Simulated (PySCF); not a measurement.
# CH8B2N2: the cost of one run

The runs use PySCF 2.14.0, with density-fitted response routines of our own; the level of theory stands in each step. All values are computed, except where a source is named. Atoms count from 0, in the outputs and in this text.

### Step 1. The molecule as given

13 atoms, charge 0, multiplicity 1; geometry from: GFN2-xTB. The atoms were then displaced at random by about 0.01 Å, so the start is not that level's minimum.

Bonds of the start (Å): B0–N1 1.38, N1–B2 1.43, B2–N3 1.41, N3–C4 1.40, B0–H5 1.17, B0–H6 1.18, N1–H7 1.00, B2–H8 1.16, N3–H9 1.04, C4–H10 1.10, C4–H11 1.08, C4–H12 1.11.

### Step 2. Optimising the geometry at PBE0-D3(BJ)/def2-SVP

Job settings and geometry (Å):

```
{"job": {"xc": "PBE0", "basis": "def2-SVP", "d3": "d3bj", "grid": 1, "shake": 0.01, "kind": "geom"}, "charge": 0, "multiplicity": 1}
B     -2.345090    -0.332670     0.017210
N     -1.348930    -0.430690    -0.927890
B      0.065610    -0.238750    -0.819240
N      0.696780     0.128530     0.390550
C      2.055510     0.349380     0.664880
H     -2.127020    -0.002740     1.119560
H     -3.465530    -0.513710    -0.313390
H     -1.616630    -0.684350    -1.861970
H      0.763940    -0.386330    -1.736760
H      0.069900     0.254610     1.211900
H      2.414150    -0.333890     1.454270
H      2.645390     0.199820    -0.224230
H      2.197750     1.390150     1.014780
```

Command:

```bash
$ OMP_NUM_THREADS=1 python probes_run.py task.json out
```

The driver reads the jobs from task.json and runs them one after another.

**Question.** How long does this first job take on 1 thread of Arm Neoverse V2, shared host, and how much memory does it need?

About 42 s, with a peak of 0.45 GiB.
